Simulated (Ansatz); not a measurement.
Relaxation of a periodic cell of 35 atoms, Si10BO24 (host SiO2, host structure P3_121, dopant B, one Si atom removed), cell charge -1, to a largest force component of 0.03 eV/Å in at most 60 steps.

All numbers below come from Ansatz 0.2.0, DFT PBE, scalar-relativistic, plane waves, PAW. Settings: PAW set soft_1, cutoff 420 eV, k mesh 2x2x2, gaussian smearing 0.02 eV, no spin polarisation.

```xyz
35
Lattice="-2.2675 3.9274 5.1700 4.5350 0.0000 5.1700 4.5350 7.8548 0.0000" Properties=species:S:1:pos:R:3:forces:R:3
Si -0.233 3.927 6.893 -1.01 -0.69 0.27
Si 3.518 9.617 3.447 -1.59 -0.66 0.31
Si 1.250 2.165 0.000 0.43 0.55 0.02
O 0.995 1.159 1.255 0.87 0.61 -0.20
O 0.766 4.209 8.148 -0.70 0.87 -0.18
O 2.774 2.486 4.701 0.14 -0.73 -0.28
O 5.042 9.296 3.915 0.46 0.88 -0.03
O 3.262 2.768 7.362 1.06 0.06 -0.40
O 5.301 3.645 5.639 -0.83 -0.64 0.09
Si 2.035 7.855 6.893 -0.27 1.29 -1.23
Si 1.250 5.690 3.447 0.78 0.75 -1.24
B 2.035 7.855 1.723 -0.20 -0.74 0.05
O 3.262 5.087 1.255 -0.14 0.74 -0.15
O 3.033 8.137 8.148 -0.80 0.16 0.18
O 5.042 6.413 4.701 -0.59 -1.10 -0.12
O 2.774 5.369 3.915 -0.06 0.61 0.32
O 5.530 6.695 7.362 2.70 1.89 -0.79
O 7.568 7.573 5.639 -2.95 0.52 2.87
Si 4.302 3.927 6.893 -0.58 0.00 0.13
Si 3.518 1.762 3.447 0.13 -0.93 0.20
Si 3.518 6.093 5.170 0.80 1.12 -0.21
O 3.262 5.087 6.425 0.71 0.23 -0.01
O 0.766 4.209 2.978 -0.87 0.25 -0.03
O 0.507 6.413 4.701 -0.32 -1.11 0.22
O 2.774 5.369 9.085 -0.05 0.99 0.08
O 3.262 2.768 2.192 0.66 -0.77 0.19
O 3.033 7.573 5.639 -0.68 -0.99 0.15
Si 5.785 5.690 3.447 0.83 0.34 0.59
Si 1.250 2.165 5.170 0.28 -0.35 0.58
O 5.530 9.014 6.425 2.83 -2.02 1.14
O 3.033 8.137 2.978 -2.50 -0.53 -2.90
O 2.774 10.341 4.701 0.34 -0.53 0.25
O 5.042 9.296 9.085 0.87 0.32 0.17
O 5.530 6.695 2.192 0.96 -0.10 -0.04
O 0.766 3.645 5.639 -0.69 -0.27 0.02
```

Task: Where does it end, and by what steps?

Result: The forces met the threshold. Limits of this set-up: coarse k mesh, no spin, though dangling bonds at a vacancy may carry it, a small cell, in which the defect meets its images, charged cell in a uniform background, uncorrected. After 20 steps the energy has fallen by 6.504 eV; O32 moved furthest, 1.47 Å. Joined: O13–O18 (2.62 → 1.47 Å), O32–O33 (2.62 → 1.47 Å).

```csv
step,energy less start (eV),largest force component (eV/Å),accepted
0,0.0000,2.954,yes
1,-1.9515,1.767,yes
2,-2.8393,2.348,yes
3,-3.2780,0.633,yes
4,-3.4039,1.297,yes
5,-3.7102,1.375,yes
6,-4.3206,1.857,yes
7,-5.1112,1.804,yes
8,-5.8300,1.853,yes
9,-5.9916,3.264,yes
10,-6.0798,1.364,yes
11,-6.1486,1.303,yes
12,-6.3014,1.049,yes
13,-6.4096,0.313,yes
14,-6.4013,0.642,no
15,-6.4661,0.114,yes
16,-6.4948,0.105,yes
17,-6.4676,0.472,no
18,-6.5031,0.066,yes
19,-6.5016,0.115,no
20,-6.5042,0.022,yes
```

```xyz
35
Lattice="-2.2675 3.9274 5.1700 4.5350 0.0000 5.1700 4.5350 7.8548 0.0000" Properties=species:S:1:pos:R:3
Si -0.311 3.879 6.964
Si 3.236 9.562 3.362
Si 1.164 2.097 -0.095
O 0.958 0.967 1.048
O 0.192 4.567 8.327
O 2.596 2.762 4.505
O 4.480 9.721 4.405
O 3.424 2.830 7.377
O 5.219 3.536 5.624
Si 1.993 8.109 6.877
Si 1.375 5.781 3.420
B 2.332 7.583 1.714
O 3.098 5.314 1.430
O 2.888 8.164 8.258
O 5.211 6.398 4.731
O 2.839 5.616 4.067
O 5.754 6.849 7.416
O 7.770 6.677 6.079
Si 4.379 4.018 6.919
Si 3.358 1.967 3.346
Si 3.671 6.331 5.240
O 3.543 5.338 6.516
O 0.851 4.311 2.971
O 0.419 6.225 4.653
O 2.567 5.460 8.997
O 3.346 2.854 1.989
O 3.017 7.772 5.650
Si 5.960 5.568 3.561
Si 1.311 2.122 5.288
O 6.337 8.675 6.059
O 3.206 8.081 2.799
O 1.679 10.084 3.757
O 5.240 8.996 9.073
O 5.781 6.421 2.186
O 0.976 3.500 6.100
```

Run time: 4.3 min on 2 threads of Arm Neoverse V1, on a shared host, peak memory 0.94 GiB.
